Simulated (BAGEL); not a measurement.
**C2H4OSi (SMILES O=C=C[SiH3]): HF/STO-3G (density fitting with qzvpp-jkfit)**

What is the vertical electron affinity of C2H4OSi at HF/STO-3G (density fitting with qzvpp-jkfit)? 

Program for the calculation: BAGEL 1.2.2.

2 further runs of the same task are left out: 1 that didn't finish, 1 set aside as unsound or not needed.

## Step 1: The structure to begin with

The species is C2H4OSi (8 atoms), meant as a singlet with charge 0. SMILES: `O=C=C[SiH3]`. The coordinates come from a PBE0-D4/def2-TZVP relaxation.

Bond lengths: O1–C2 1.155 Å, C2–C3 1.307 Å, C3–Si4 1.847 Å, C3–H5 1.084 Å, Si4–H6 1.486 Å, Si4–H7 1.486 Å, Si4–H8 1.484 Å. Angles: O1–C2–C3 178.2°, C2–C3–Si4 120.3°, C2–C3–H5 117.2°, Si4–C3–H5 122.5°, C3–Si4–H6 110.7°, C3–Si4–H7 110.7°, C3–Si4–H8 108.0°, H6–Si4–H7 108.1°, H6–Si4–H8 109.6°, H7–Si4–H8 109.6°.

## Step 2: The energy at HF/STO-3G (density fitting with qzvpp-jkfit)

hf.json reads:

```json
{ "bagel" : [

{
  "title" : "molecule",
  "basis" : "sto-3g",
  "df_basis" : "qzvpp-jkfit",
  "angstrom" : true,
  "geometry" : [
    { "atom" : "O", "xyz" : [       1.434400,      -1.284900,       1.947200 ] },
    { "atom" : "C", "xyz" : [       1.186900,      -0.644700,       1.017800 ] },
    { "atom" : "C", "xyz" : [       0.866900,       0.072100,      -0.027300 ] },
    { "atom" : "Si", "xyz" : [      -0.904900,       0.278600,      -0.507900 ] },
    { "atom" : "H", "xyz" : [       1.678700,       0.527300,      -0.583100 ] },
    { "atom" : "H", "xyz" : [      -1.291100,       1.713700,      -0.489300 ] },
    { "atom" : "H", "xyz" : [      -1.142900,      -0.245400,      -1.878100 ] },
    { "atom" : "H", "xyz" : [      -1.735900,      -0.474000,       0.465000 ] }
  ]
},

{ "title" : "hf" },

{ "title" : "print", "file" : "orbitals.molden", "orbitals" : true }

]}
```

The run is started by

```bash
BAGEL_NUM_THREADS=1 BAGEL hf.json > hf.out
```

What it wrote:

```text
* using 1 threads per process

  ===============================================================
  ===============================================================

  *** Geometry ***

  { "atom" : "O", "xyz" : [      2.710623,     -2.428109,      3.679675 ] },
  { "atom" : "C", "xyz" : [      2.242916,     -1.218306,      1.923363 ] },
  { "atom" : "C", "xyz" : [      1.638204,      0.136249,     -0.051590 ] },
  { "atom" : "Si", "xyz" : [     -1.710013,      0.526478,     -0.959792 ] },
  { "atom" : "H", "xyz" : [      3.172283,      0.996453,     -1.101899 ] },
  { "atom" : "H", "xyz" : [     -2.439825,      3.238424,     -0.924643 ] },
  { "atom" : "H", "xyz" : [     -2.159768,     -0.463739,     -3.549095 ] },
  { "atom" : "H", "xyz" : [     -3.280376,     -0.895730,      0.878723 ] },

  Number of auxiliary basis functions:      427

  Since a DF basis is specified, we compute 2- and 3-index integrals:
    o Being stored without compression. Storage requirement is 0.003 GB

  Number of basis functions:       28
  Number of electrons      :       38

    * METHOD: MOLECULE                             0.12

  *** RHF ***

  === Nuclear Repulsion ===
   136.9770011334

      * DIIS with orbital gradients will be used.

  === RHF iteration (sto-3g) ===
      0       -436.43386544          0.01911207           0.01
      1       -436.48490354          0.01391535           0.01
      2       -436.51558079          0.00190835           0.01
      3       -436.51675865          0.00081683           0.01
      4       -436.51711797          0.00036986           0.01
      5       -436.51721298          0.00008539           0.01
      6       -436.51721866          0.00000818           0.01
      7       -436.51721868          0.00000208           0.01
      8       -436.51721869          0.00000036           0.01
      9       -436.51721869          0.00000011           0.01
     10       -436.51721869          0.00000006           0.01
     11       -436.51721869          0.00000001           0.01
     12       -436.51721869          0.00000000           0.02
    * SCF iteration converged.

    * Permanent dipole moment:
           (    0.078332,    -0.193925,     0.282254) a.u.

    * METHOD: HF                                   0.25

    * METHOD: PRINT                                0.00

  ===============================================================
```

Wall time 0.54 s (1 thread of Arm Neoverse V2, shared host).

## Step 3: The doublet anion

job.json reads:

```json
{ "bagel" : [

{
  "title" : "molecule",
  "basis" : "sto-3g",
  "df_basis" : "qzvpp-jkfit",
  "angstrom" : true,
  "geometry" : [
    { "atom" : "O", "xyz" : [    1.434400,   -1.284900,    1.947200 ] },
    { "atom" : "C", "xyz" : [    1.186900,   -0.644700,    1.017800 ] },
    { "atom" : "C", "xyz" : [    0.866900,    0.072100,   -0.027300 ] },
    { "atom" : "Si", "xyz" : [   -0.904900,    0.278600,   -0.507900 ] },
    { "atom" : "H", "xyz" : [    1.678700,    0.527300,   -0.583100 ] },
    { "atom" : "H", "xyz" : [   -1.291100,    1.713700,   -0.489300 ] },
    { "atom" : "H", "xyz" : [   -1.142900,   -0.245400,   -1.878100 ] },
    { "atom" : "H", "xyz" : [   -1.735900,   -0.474000,    0.465000 ] }
  ]
},
{
  "title" : "uhf",
  "charge" : -1,
  "nopen" : 1
},
{
  "title" : "print",
  "file" : "orbitals.molden",
  "orbitals" : true
}

]}
```

The run is started by

```bash
BAGEL_NUM_THREADS=1 BAGEL job.json > job.out
```

What it wrote:

```text
* using 1 threads per process

  ===============================================================
  ===============================================================

  *** Geometry ***

  { "atom" : "O", "xyz" : [      2.710623,     -2.428109,      3.679675 ] },
  { "atom" : "C", "xyz" : [      2.242916,     -1.218306,      1.923363 ] },
  { "atom" : "C", "xyz" : [      1.638204,      0.136249,     -0.051590 ] },
  { "atom" : "Si", "xyz" : [     -1.710013,      0.526478,     -0.959792 ] },
  { "atom" : "H", "xyz" : [      3.172283,      0.996453,     -1.101899 ] },
  { "atom" : "H", "xyz" : [     -2.439825,      3.238424,     -0.924643 ] },
  { "atom" : "H", "xyz" : [     -2.159768,     -0.463739,     -3.549095 ] },
  { "atom" : "H", "xyz" : [     -3.280376,     -0.895730,      0.878723 ] },

  Number of auxiliary basis functions:      427

  Since a DF basis is specified, we compute 2- and 3-index integrals:
    o Being stored without compression. Storage requirement is 0.003 GB

  Number of basis functions:       28
  Number of electrons      :       38

    * METHOD: MOLECULE                             0.12

  *** Open-shell HF ***

  === Nuclear Repulsion ===
   136.9770011334

      * DIIS with orbital gradients will be used.

  === UHF iteration (sto-3g) ===
      0       -436.20765329          0.02780108           0.03
      1       -436.27972182          0.01268566           0.03
      2       -436.28935507          0.00567361           0.03
      3       -436.29188854          0.00137479           0.03
      4       -436.29236985          0.00042421           0.03
      5       -436.29244141          0.00020199           0.03
      6       -436.29248168          0.00009848           0.03
      7       -436.29249785          0.00004842           0.03
      8       -436.29250556          0.00000885           0.03
      9       -436.29250633          0.00000315           0.03
     10       -436.29250655          0.00000150           0.03
     11       -436.29250665          0.00000107           0.03
     12       -436.29250671          0.00000046           0.03
     13       -436.29250673          0.00000022           0.03
     14       -436.29250673          0.00000012           0.03
     15       -436.29250674          0.00000007           0.03
     16       -436.29250674          0.00000004           0.03
     17       -436.29250674          0.00000002           0.03
     18       -436.29250674          0.00000001           0.03
     19       -436.29250674          0.00000000           0.03
    * SCF iteration converged.

    * S^2 (UHF) is 0.7624

    * Permanent dipole moment:
           (    1.127172,    -0.428842,     0.725639) a.u.

    * METHOD: UHF                                  0.67

    * METHOD: PRINT                                0.00

  ===============================================================
```

Wall time 0.97 s (1 thread of Arm Neoverse V2, shared host).

## Step 4: Outcome

At HF/STO-3G (density fitting with qzvpp-jkfit):

```
                                         quantity          value
                    singlet C2H4OSi: total energy  -436.51722 Eh
                   singlet C2H4OSi: dipole moment         0.89 D
                     singlet C2H4OSi: HOMO energy       -7.02 eV
                     singlet C2H4OSi: LUMO energy        7.50 eV
                   singlet C2H4OSi: HOMO–LUMO gap       14.52 eV
                      doublet anion: total energy  -436.29251 Eh
                              doublet anion: ⟨S²⟩          0.762
vertical electron affinity (to the doublet anion)      -6.115 eV
```

What this shows: The anion lies 6.11 eV (141 kcal/mol) above the neutral: the electron isn't bound at this level, and such a value depends on the basis. Without diffuse functions anions come out too high. Hartree–Fock misses the correlation that binds many anions. In a minimal basis such a difference can be off by several eV, whatever the method.
